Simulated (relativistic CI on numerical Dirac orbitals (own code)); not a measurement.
# Nd⁺: one ion under different settings

How much do the settings matter for Nd⁺? One ion, several inputs.

The numbers are computed with relativistic CI on numerical Dirac orbitals (own code) version 3 (Dirac-Coulomb-Breit CI, KLI orbitals optimised for each configuration, model QED (radiative potential, 1s self-energy scaled to tabulated hydrogen-like ionisation energies), numerical settings as typed), except any that are marked as measured or tabulated.

### 1 What is computed

| Item | Value |
| --- | --- |
| ion | Nd⁺ (Nd II) |
| nuclear charge | 60 |
| electrons | 59 |
| isotope | A = 142 |

### 2 Usual settings

Settings, as recorded:

```ini
atom Nd  Z=60  charge=1  electrons=59
nucleus A=142  rms_radius_fm=4.9123
hamiltonian dirac-coulomb  breit=on  qed=on  c_scale=1
orbitals kli  potential=per-configuration
slater_scale 1
correlation none
mixing on
grid step=0.0125 r_max=129.7
scf mixing=0.4 start=green max_iterations=150 tolerance=2e-08 node_fill=0.05
configurations
  [Xe] 4f4 6s
end
```

On the command line:

```bash
python run_levels.py task.json out
```

The settings of every run stand in task.json; they run in order.

The program writes no log. Results of the run, from its result record (rounded, main fields):

```text
{
  "status": "converged",
  "levels [i, E_cm, J2, conf, term, w_term, w_jj]": [
    [0, 0, 7, "4f4 6s", "6I", 0.9837, 0.3999],
    [1, 659.09849, 9, "4f4 6s", "6I", 0.9093, 0.4883],
    [2, 1577.0179, 11, "4f4 6s", "6I", 0.9191, 0.495],
    [3, 2565.7007, 9, "4f4 6s", "4I", 0.9073, 0.5117],
    [4, 2669.9503, 13, "4f4 6s", "6I", 0.9412, 0.6837],
    [5, 3891.8523, 15, "4f4 6s", "6I", 0.9617, 0.5118],
    [6, 4045.4074, 11, "4f4 6s", "4I", 0.9185, 0.6176],
    [7, 5209.3549, 17, "4f4 6s", "6I", 0.9756, 0.4617],
    [8, 5591.0884, 13, "4f4 6s", "4I", 0.9365, 0.4592],
    [9, 7189.4838, 15, "4f4 6s", "4I", 0.9483, 0.4625],
    [10, 13247.5, 1, "4f4 6s", "6F", 0.9649, 0.6598],
    [11, 13470.098, 3, "4f4 6s", "6F", 0.9541, 0.4421],
    [12, 13866.928, 5, "4f4 6s", "6F", 0.9424, 0.5069],
    [13, 14466.273, 7, "4f4 6s", "6F", 0.9497, 0.407],
    "... 16 more rows left out ..."
  ],
  "total_energy [Ha]": -9611.2558597,
  "n_levels_all": 208,
  "overlap": 1.4196e-11,
  "scf_iterations": [14],
  "orbital_energies [Ha]": {"1s": -1592.39, "2s": -257.883, "2p1/2": -243.919, "2p3/2": -224.859, "3s": -56.412, "3p1/2": -50.472, "3p3/2": -46.6554, "3d3/2": -36.3478, "3d5/2": -35.5239, "4s": -11.597, "4p1/2": -9.35482, "4p3/2": -8.53729, "4d3/2": -4.85586, "4d5/2": -4.71174, "5s": -1.96511, "5p1/2": -1.36948, "5p3/2": -1.25947, "4f5/2": -0.557004, "4f7/2": -0.542197, "6s": -0.574682},
  "configurations [conf, odd, states, E_av_Ha, breit_Ha, qed_Ha]": [
    ["4f4 6s", 0, 2002, -9624.927295, 8.3, 5.546]
  ],
  "scf_steps of the first configuration [iteration, E_Ha, residual, outer_eigenvalue_Ha]": [
    [1, -9618.038495, 1.32, -0.4551],
    [2, -9624.118429, 0.492, -0.3877],
    [3, -9624.691467, 0.285, -0.4394],
    [4, -9624.727233, 0.264, -0.4472],
    [5, -9624.928104, 0.00827, -0.562],
    [6, -9624.927993, 0.0076, -0.563],
    [7, -9624.927502, 0.002, -0.5723],
    [8, -9624.927236, 0.000398, -0.5752],
    [9, -9624.92733, 0.000168, -0.5744],
    [10, -9624.927295, 4.32e-06, -0.5747],
    [11, -9624.927295, 2.69e-06, -0.5747],
    [12, -9624.927295, 4.32e-07, -0.5747],
    [13, -9624.927295, 1.21e-07, -0.5747],
    [14, -9624.927295, 4.07e-09, -0.5747]
  ]
}
```

Wall time 0.17 s (1 thread, shared host).

### 3 Node fill 0

Changes to the settings of step 2:

```diff
@@ -8,3 +8,3 @@
 grid step=0.0125 r_max=129.7
-scf mixing=0.4 start=green max_iterations=150 tolerance=2e-08 node_fill=0.05
+scf mixing=0.4 start=green max_iterations=150 tolerance=2e-08 node_fill=0
 configurations
```

From the record:

```text
{
  "status": "converged",
  "levels [i, E_cm, J2, conf, term, w_term]": [
    [0, 0, 7, "4f4 6s", "6I", 0.985],
    [1, 636.01517, 9, "4f4 6s", "6I", 0.915],
    [2, 1515.5916, 11, "4f4 6s", "6I", 0.9228],
    [3, 2514.02, 9, "4f4 6s", "4I", 0.9131],
    [4, 2564.982, 13, "4f4 6s", "6I", 0.9434],
    [5, 3742.0238, 15, "4f4 6s", "6I", 0.9635],
    [6, 3934.3848, 11, "4f4 6s", "4I", 0.9223],
    [7, 5015.5152, 17, "4f4 6s", "6I", 0.9779],
    "... 22 more rows left out ..."
  ],
  "total_energy [Ha]": -9611.2518519,
  "n_levels_all": 208,
  "overlap": 1.4279e-11,
  "scf_iterations": [16],
  "orbital_energies [Ha]": {"1s": -1592.88, "2s": -258.115, "2p1/2": -244.175, "2p3/2": -225.102, "3s": -56.5172, "3p1/2": -50.5824, "3p3/2": -46.7612, "3d3/2": -36.4608, "3d5/2": -35.635, "4s": -11.6251, "4p1/2": -9.38375, "4p3/2": -8.56455, "4d3/2": -4.8831, "4d5/2": -4.73845, "5s": -1.97984, "5p1/2": -1.38337, "5p3/2": -1.2728, "4f5/2": -0.576867, "4f7/2": -0.561818, "6s": -0.586197},
  "configurations [conf, odd, states, E_av_Ha, breit_Ha, qed_Ha]": [
    ["4f4 6s", 0, 2002, -9624.928491, 8.306, 5.546]
  ],
  "scf_steps of the first configuration [iteration, E_Ha, residual, outer_eigenvalue_Ha]": [
    [1, -9618.038495, 1.3, -0.4551],
    [2, -9624.098312, 0.486, -0.3887],
    [3, -9624.65104, 0.292, -0.4423],
    [4, -9624.712993, 0.259, -0.4558],
    [5, -9624.928758, 0.00893, -0.5716],
    [6, -9624.928809, 0.0104, -0.585],
    [7, -9624.92856, 0.000748, -0.585],
    [8, -9624.928551, 0.000799, -0.5849],
    [9, -9624.928526, 0.000165, -0.5859],
    [10, -9624.928488, 2.09e-05, -0.5862],
    [11, -9624.928492, 1.66e-05, -0.5862],
    [12, -9624.928491, 1.66e-06, -0.5862],
    [13, -9624.928491, 3.71e-07, -0.5862],
    [14, -9624.928491, 1.89e-07, -0.5862],
    [15, -9624.928491, 2.71e-08, -0.5862],
    [16, -9624.928491, 5.67e-09, -0.5862]
  ]
}
```

Wall time 0.18 s (1 thread, shared host).

### 4 QED terms off, Breit term off

Settings, as recorded:

```ini
atom Nd  Z=60  charge=1  electrons=59
nucleus A=142  rms_radius_fm=4.9123
hamiltonian dirac-coulomb  breit=off  qed=off  c_scale=1
orbitals kli  potential=per-configuration
slater_scale 1
correlation none
mixing on
grid step=0.0125 r_max=129.7
scf mixing=0.4 start=green max_iterations=150 tolerance=2e-08 node_fill=0.05
configurations
  [Xe] 4f4 6s
end
```

From the record:

```text
{
  "status": "converged",
  "levels [i, E_cm, J2, conf, term, w_term]": [
    [0, 0, 7, "4f4 6s", "6I", 0.9812],
    [1, 713.00738, 9, "4f4 6s", "6I", 0.8891],
    [2, 1736.4678, 11, "4f4 6s", "6I", 0.9051],
    [3, 2636.8889, 9, "4f4 6s", "4I", 0.8871],
    [4, 2957.8399, 13, "4f4 6s", "6I", 0.9326],
    [5, 4279.5393, 11, "4f4 6s", "4I", 0.9046],
    [6, 4322.0343, 15, "4f4 6s", "6I", 0.9566],
    [7, 5790.3465, 17, "4f4 6s", "6I", 0.9719],
    "... 22 more rows left out ..."
  ],
  "total_energy [Ha]": -9625.1033418,
  "n_levels_all": 208,
  "overlap": 1.4196e-11,
  "scf_iterations": [14],
  "orbital_energies [Ha]": {"1s": -1592.39, "2s": -257.883, "2p1/2": -243.919, "2p3/2": -224.859, "3s": -56.412, "3p1/2": -50.472, "3p3/2": -46.6554, "3d3/2": -36.3478, "3d5/2": -35.5239, "4s": -11.597, "4p1/2": -9.35482, "4p3/2": -8.53729, "4d3/2": -4.85586, "4d5/2": -4.71174, "5s": -1.96511, "5p1/2": -1.36948, "5p3/2": -1.25947, "4f5/2": -0.557004, "4f7/2": -0.542197, "6s": -0.574682},
  "configurations [conf, odd, states, E_av_Ha, breit_Ha, qed_Ha]": [
    ["4f4 6s", 0, 2002, -9624.927295, 0, 0]
  ],
  "scf_steps of the first configuration [iteration, E_Ha, residual, outer_eigenvalue_Ha]": [
    [1, -9618.038495, 1.32, -0.4551],
    [2, -9624.118429, 0.492, -0.3877],
    [3, -9624.691467, 0.285, -0.4394],
    [4, -9624.727233, 0.264, -0.4472],
    [5, -9624.928104, 0.00827, -0.562],
    [6, -9624.927993, 0.0076, -0.563],
    [7, -9624.927502, 0.002, -0.5723],
    [8, -9624.927236, 0.000398, -0.5752],
    [9, -9624.92733, 0.000168, -0.5744],
    [10, -9624.927295, 4.32e-06, -0.5747],
    [11, -9624.927295, 2.69e-06, -0.5747],
    [12, -9624.927295, 4.32e-07, -0.5747],
    [13, -9624.927295, 1.21e-07, -0.5747],
    [14, -9624.927295, 4.07e-09, -0.5747]
  ]
}
```

Wall time 0.13 s (1 thread, shared host).

### 5 End of the grid 194.55, node fill 0.01

Settings, as recorded:

```ini
atom Nd  Z=60  charge=1  electrons=59
nucleus A=142  rms_radius_fm=4.9123
hamiltonian dirac-coulomb  breit=on  qed=on  c_scale=1
orbitals kli  potential=per-configuration
slater_scale 1
correlation none
mixing on
grid step=0.0125 r_max=194.55
scf mixing=0.4 start=green max_iterations=150 tolerance=2e-08 node_fill=0.01
configurations
  [Xe] 4f4 6s
end
```

From the record:

```text
{
  "status": "converged",
  "levels [i, E_cm, J2, conf, term, w_term]": [
    [0, 0, 7, "4f4 6s", "6I", 0.9848],
    [1, 640.75515, 9, "4f4 6s", "6I", 0.9139],
    [2, 1528.1631, 11, "4f4 6s", "6I", 0.922],
    [3, 2524.5153, 9, "4f4 6s", "4I", 0.9119],
    [4, 2586.4752, 13, "4f4 6s", "6I", 0.943],
    [5, 3772.7428, 15, "4f4 6s", "6I", 0.9632],
    [6, 3957.0395, 11, "4f4 6s", "4I", 0.9215],
    [7, 5055.3191, 17, "4f4 6s", "6I", 0.9774],
    "... 22 more rows left out ..."
  ],
  "total_energy [Ha]": -9611.2530719,
  "n_levels_all": 208,
  "overlap": 1.42684e-11,
  "scf_iterations": [16],
  "orbital_energies [Ha]": {"1s": -1592.77, "2s": -258.067, "2p1/2": -244.122, "2p3/2": -225.052, "3s": -56.4952, "3p1/2": -50.5593, "3p3/2": -46.7391, "3d3/2": -36.4372, "3d5/2": -35.6117, "4s": -11.6193, "4p1/2": -9.37772, "4p3/2": -8.55886, "4d3/2": -4.87741, "4d5/2": -4.73287, "5s": -1.97674, "5p1/2": -1.38045, "5p3/2": -1.26999, "4f5/2": -0.572689, "4f7/2": -0.557691, "6s": -0.583757},
  "configurations [conf, odd, states, E_av_Ha, breit_Ha, qed_Ha]": [
    ["4f4 6s", 0, 2002, -9624.928637, 8.305, 5.546]
  ],
  "scf_steps of the first configuration [iteration, E_Ha, residual, outer_eigenvalue_Ha]": [
    [1, -9618.038495, 1.31, -0.4551],
    [2, -9624.102978, 0.487, -0.3885],
    [3, -9624.660439, 0.291, -0.4418],
    [4, -9624.71441, 0.261, -0.4536],
    [5, -9624.928673, 0.014, -0.5667],
    [6, -9624.928707, 0.0107, -0.5826],
    [7, -9624.928745, 0.00102, -0.5822],
    [8, -9624.928745, 0.00111, -0.582],
    [9, -9624.928664, 0.000157, -0.5835],
    [10, -9624.928633, 2.55e-05, -0.5837],
    [11, -9624.92864, 2.74e-05, -0.5838],
    [12, -9624.928637, 1.17e-06, -0.5838],
    [13, -9624.928637, 3.81e-07, -0.5838],
    [14, -9624.928637, 1.16e-07, -0.5838],
    [15, -9624.928637, 2.83e-08, -0.5838],
    [16, -9624.928637, 5.75e-09, -0.5838]
  ]
}
```

Run time: 0.18 s. Hardware: 1 thread, shared host.

### 6 Iteration limit 20, nuclear radius 4.4211, end of the grid 64.85

Settings, as recorded:

```ini
atom Nd  Z=60  charge=1  electrons=59
nucleus A=142  rms_radius_fm=4.4211
hamiltonian dirac-coulomb  breit=on  qed=on  c_scale=1
orbitals kli  potential=per-configuration
slater_scale 1
correlation none
mixing on
grid step=0.0125 r_max=64.85
scf mixing=0.4 start=green max_iterations=20 tolerance=2e-08 node_fill=0.05
configurations
  [Xe] 4f4 6s
end
```

From the record:

```text
{
  "status": "converged",
  "levels [i, E_cm, J2, conf, term, w_term]": [
    [0, 0, 7, "4f4 6s", "6I", 0.9837],
    [1, 659.1022, 9, "4f4 6s", "6I", 0.9093],
    [2, 1577.0156, 11, "4f4 6s", "6I", 0.9191],
    [3, 2565.7782, 9, "4f4 6s", "4I", 0.9073],
    [4, 2669.9398, 13, "4f4 6s", "6I", 0.9412],
    [5, 3891.833, 15, "4f4 6s", "6I", 0.9617],
    [6, 4045.4775, 11, "4f4 6s", "4I", 0.9185],
    [7, 5209.3266, 17, "4f4 6s", "6I", 0.9756],
    "... 22 more rows left out ..."
  ],
  "total_energy [Ha]": -9611.3443398,
  "n_levels_all": 208,
  "overlap": 1.41984e-11,
  "scf_iterations": [14],
  "orbital_energies [Ha]": {"1s": -1592.43, "2s": -257.888, "2p1/2": -243.919, "2p3/2": -224.859, "3s": -56.413, "3p1/2": -50.472, "3p3/2": -46.6553, "3d3/2": -36.3477, "3d5/2": -35.5238, "4s": -11.5973, "4p1/2": -9.35481, "4p3/2": -8.53727, "4d3/2": -4.85584, "4d5/2": -4.71172, "5s": -1.96514, "5p1/2": -1.36947, "5p3/2": -1.25947, "4f5/2": -0.556995, "4f7/2": -0.542189, "6s": -0.574683},
  "configurations [conf, odd, states, E_av_Ha, breit_Ha, qed_Ha]": [
    ["4f4 6s", 0, 2002, -9625.017363, 8.301, 5.547]
  ],
  "scf_steps of the first configuration [iteration, E_Ha, residual, outer_eigenvalue_Ha]": [
    [1, -9618.12833, 1.32, -0.4551],
    [2, -9624.208459, 0.492, -0.3877],
    [3, -9624.781536, 0.285, -0.4394],
    [4, -9624.81731, 0.264, -0.4473],
    [5, -9625.018173, 0.00827, -0.562],
    [6, -9625.018061, 0.00759, -0.563],
    [7, -9625.01757, 0.00199, -0.5723],
    [8, -9625.017304, 0.000399, -0.5752],
    [9, -9625.017398, 0.000168, -0.5744],
    [10, -9625.017363, 4.32e-06, -0.5747],
    [11, -9625.017363, 2.67e-06, -0.5747],
    [12, -9625.017363, 4.32e-07, -0.5747],
    [13, -9625.017363, 1.21e-07, -0.5747],
    [14, -9625.017363, 4.06e-09, -0.5747]
  ]
}
```

Wall time 0.16 s (1 thread, shared host).

The changed nuclear radius is not that of the isotope named.

### 7 Grid step 0.15

Settings, as recorded:

```ini
atom Nd  Z=60  charge=1  electrons=59
nucleus A=142  rms_radius_fm=4.9123
hamiltonian dirac-coulomb  breit=on  qed=on  c_scale=1
orbitals kli  potential=per-configuration
slater_scale 1
correlation none
mixing on
grid step=0.15 r_max=129.7
scf mixing=0.4 start=green max_iterations=69 tolerance=2e-08 node_fill=0.05
configurations
  [Xe] 4f4 6s
end
```

From the record:

```text
{
  "status": "converged",
  "warnings": ["orbitals of one symmetry overlap by 2.1e-04"],
  "levels [i, E_cm, J2, conf, term, w_term]": [
    [0, 0, 7, "4f4 6s", "6I", 0.9843],
    [1, 647.80569, 9, "4f4 6s", "6I", 0.913],
    [2, 1545.4845, 11, "4f4 6s", "6I", 0.9216],
    [3, 2548.7103, 9, "4f4 6s", "4I", 0.911],
    [4, 2615.1381, 13, "4f4 6s", "6I", 0.9427],
    [5, 3812.8071, 15, "4f4 6s", "6I", 0.9628],
    [6, 3997.2668, 11, "4f4 6s", "4I", 0.921],
    [7, 5106.2555, 17, "4f4 6s", "6I", 0.9766],
    "... 22 more rows left out ..."
  ],
  "total_energy [Ha]": -9611.1661726,
  "n_levels_all": 208,
  "overlap": 0.000209217,
  "scf_iterations": [15],
  "orbital_energies [Ha]": {"1s": -1592.37, "2s": -257.873, "2p1/2": -243.914, "2p3/2": -224.848, "3s": -56.4016, "3p1/2": -50.4653, "3p3/2": -46.6492, "3d3/2": -36.3441, "3d5/2": -35.5194, "4s": -11.591, "4p1/2": -9.34942, "4p3/2": -8.53418, "4d3/2": -4.85378, "4d5/2": -4.71109, "5s": -1.96421, "5p1/2": -1.36874, "5p3/2": -1.25926, "4f5/2": -0.557108, "4f7/2": -0.542499, "6s": -0.574538},
  "configurations [conf, odd, states, E_av_Ha, breit_Ha, qed_Ha]": [
    ["4f4 6s", 0, 2002, -9624.838323, 8.301, 5.545]
  ],
  "scf_steps of the first configuration [iteration, E_Ha, residual, outer_eigenvalue_Ha]": [
    [1, -9617.928077, 1.32, -0.4548],
    [2, -9624.026882, 0.492, -0.3876],
    [3, -9624.601689, 0.285, -0.4393],
    [4, -9624.629168, 0.269, -0.4452],
    [5, -9624.754304, 0.174, -0.491],
    [6, -9624.83682, 0.00942, -0.5782],
    [7, -9624.83934, 0.00548, -0.5664],
    [8, -9624.83902, 0.0048, -0.5669],
    [9, -9624.838431, 0.000539, -0.5737],
    [10, -9624.83831, 6.8e-05, -0.5745],
    [11, -9624.838326, 3.87e-05, -0.5745],
    [12, -9624.838323, 2.61e-06, -0.5745],
    [13, -9624.838323, 1.07e-06, -0.5745],
    [14, -9624.838323, 3.38e-08, -0.5745],
    [15, -9624.838323, 1.49e-08, -0.5745]
  ]
}
```

Wall time 0.067 s (1 thread, shared host).

A bad setting: its result is shown only for the comparison.

### 8 Potential mixing 1.8

Changes to the settings of step 7:

```diff
@@ -7,4 +7,4 @@
 mixing on
-grid step=0.15 r_max=129.7
-scf mixing=0.4 start=green max_iterations=69 tolerance=2e-08 node_fill=0.05
+grid step=0.0125 r_max=129.7
+scf mixing=1.8 start=green max_iterations=80 tolerance=2e-08 node_fill=0.05
 configurations
```

From the record:

```text
{
  "status": "converged",
  "levels [i, E_cm, J2, conf, term, w_term]": [
    [0, 0, 7, "4f4 6s", "6I", 0.9837],
    [1, 659.0985, 9, "4f4 6s", "6I", 0.9093],
    [2, 1577.0179, 11, "4f4 6s", "6I", 0.9191],
    [3, 2565.7007, 9, "4f4 6s", "4I", 0.9073],
    [4, 2669.9503, 13, "4f4 6s", "6I", 0.9412],
    [5, 3891.8523, 15, "4f4 6s", "6I", 0.9617],
    [6, 4045.4074, 11, "4f4 6s", "4I", 0.9185],
    [7, 5209.3549, 17, "4f4 6s", "6I", 0.9756],
    "... 22 more rows left out ..."
  ],
  "total_energy [Ha]": -9611.2558597,
  "n_levels_all": 208,
  "overlap": 1.41969e-11,
  "scf_iterations": [33],
  "orbital_energies [Ha]": {"1s": -1592.39, "2s": -257.883, "2p1/2": -243.919, "2p3/2": -224.859, "3s": -56.412, "3p1/2": -50.472, "3p3/2": -46.6554, "3d3/2": -36.3478, "3d5/2": -35.5239, "4s": -11.597, "4p1/2": -9.35482, "4p3/2": -8.53729, "4d3/2": -4.85586, "4d5/2": -4.71174, "5s": -1.96511, "5p1/2": -1.36948, "5p3/2": -1.25947, "4f5/2": -0.557004, "4f7/2": -0.542197, "6s": -0.574682},
  "configurations [conf, odd, states, E_av_Ha, breit_Ha, qed_Ha]": [
    ["4f4 6s", 0, 2002, -9624.927295, 8.3, 5.546]
  ],
  "scf_steps of the first configuration [iteration, E_Ha, residual, outer_eigenvalue_Ha]": [
    [1, -9618.038495, 1.32, -0.4551],
    [2, -9562.602099, 5.18, -0.2573],
    [3, -9622.569731, 0.748, -0.6555],
    [4, -9624.716863, 0.409, -0.456],
    [5, -9624.918732, 0.151, -0.4349],
    [6, -9624.916226, 0.161, -0.4452],
    [7, -9624.922234, 0.153, -0.3697],
    [8, -9624.922965, 0.148, -0.3716],
    [9, -9624.923092, 0.147, -0.3719],
    [10, -9624.928586, 0.115, -0.3881],
    ["...", "...", "...", "..."],
    [24, -9624.927295, 3.99e-05, -0.5747],
    [25, -9624.927301, 4.07e-05, -0.5747],
    [26, -9624.927295, 5.87e-06, -0.5747],
    [27, -9624.927294, 3.48e-06, -0.5747],
    [28, -9624.927297, 5.48e-06, -0.5747],
    [29, -9624.927295, 1.92e-06, -0.5747],
    [30, -9624.927295, 7.79e-07, -0.5747],
    [31, -9624.927295, 2.12e-07, -0.5747],
    [32, -9624.927295, 8.99e-08, -0.5747],
    [33, -9624.927295, 8.63e-10, -0.5747]
  ]
}
```

Run time: 0.26 s. Hardware: 1 thread, shared host.

An extreme setting, but here it did no harm: energy and levels are those of the usual run.

### 9 Comparison

| setting | total energy less usual (Ha) | largest shift of a level among the lowest eight of both runs, same label and place (cm⁻¹) | SCF iterations | time | lowest level | kind of change |
| --- | --- | --- | --- | --- | --- | --- |
| usual | 0 | 0 | 14 | 0.17 s | 4f4 6s 6I7/2 | - |
| node fill 0 | 0.00401 | 194 | 16 | 0.18 s | 4f4 6s 6I7/2 | numerical |
| QED terms off, Breit term off | -13.8 | 581 | 14 | 0.13 s | 4f4 6s 6I7/2 | model term |
| end of the grid 194.55, node fill 0.01 | 0.00279 | 154 | 16 | 0.18 s | 4f4 6s 6I7/2 | numerical |
| iteration limit 20, nuclear radius 4.4211, end of the grid 64.85 | -0.0885 | 0.0775 | 14 | 0.16 s | 4f4 6s 6I7/2 | unphysical constant |
| grid step 0.15 | 0.0897 | 103 | 15 | 0.067 s | 4f4 6s 6I7/2 | unsound |
| potential mixing 1.8 | 0 | 0 | 33 | 0.26 s | 4f4 6s 6I7/2 | extreme, harmless here |

### 10 Summary of results

| quantity | value |
| --- | --- |
| lowest level, usual settings | 4f4 6s 6I7/2 |
| total energy | -9611.2559 Ha |
| first excitation | 659.1 cm⁻¹ |

**Reading.** Among the runs whose levels can be followed, they move most under «QED terms off, Breit term off» (model term), by up to 581 cm⁻¹. No visible change in the result comes from «potential mixing 1.8». «Potential mixing 1.8» costs 33 SCF iterations against 14. Under «grid step 0.15» the program warns: orbitals of one symmetry overlap by 2.1e-04. Only the listed configurations are in the model. In a near-neutral ion this small CI can misplace whole configurations by 10,000 cm⁻¹ or more, above all where the count of f electrons changes.
